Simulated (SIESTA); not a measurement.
Sn3Te under changes of volume

One of the cells (29.205 Å³/atom); the others are scaled copies at fixed shape and fractional positions:

```
CELL_PARAMETERS angstrom
-2.30090 2.30090 5.51649
2.30090 -2.30090 5.51649
2.30090 2.30090 -5.51649
ATOMIC_POSITIONS crystal
Te 0.00000 0.00000 0.00000
Sn 0.50000 0.50000 0.00000
Sn 0.25000 0.75000 0.50000
Sn 0.75000 0.25000 0.50000
```

The cell comes from a database or a generator and needn't be the stable form of this composition.

| Quantity | Value |
| --- | --- |
| Program | SIESTA 5.4.2 |
| Functional | LDA |
| Potentials or basis | PseudoDojo 0.4 standard (LDA files) |
| Basis | DZP (energy shift 0.003 Ry; two zetas on semicore shells) |
| Grid cutoff | 500 Ry |
| Energy shift | 0.003 Ry |
| k mesh | 8 × 8 × 8 |
| Occupations | fermi-dirac, width 0.05 eV |
| Spin | no spin polarisation |

```csv
volume (Å³/atom),energy over the lowest point (meV/atom),pressure (GPa)
27.453,0.00,-0.6
28.037,4.17,-1.6
28.621,11.87,-2.5
29.205,22.70,-3.3
29.789,36.30,-4.1
30.373,?,?
30.958,70.59,-5.3
```

Question: What does the run at 30.373 Å³/atom give?

Answer: Energy over the lowest point 52.35 meV/atom; pressure -4.7 GPa.

Worked out: A Birch-Murnaghan fit of order 3 (a polynomial in V^(-2/3)) to the other rows has its minimum at 27.13 Å³/atom, just outside them, with B0 = V·E''(V) = 54 GPa and B' = 4.7 at fixed shape and positions, which overstates the stiffness. It gives 52.35 meV/atom at 30.373 Å³/atom, against the run's 52.35, and -dE/dV = -4.7 GPa, against -4.7.

Energies are extrapolated to zero smearing.

Caveats: the basis of atomic orbitals isn't converged, which shifts pressures, moduli and gaps.
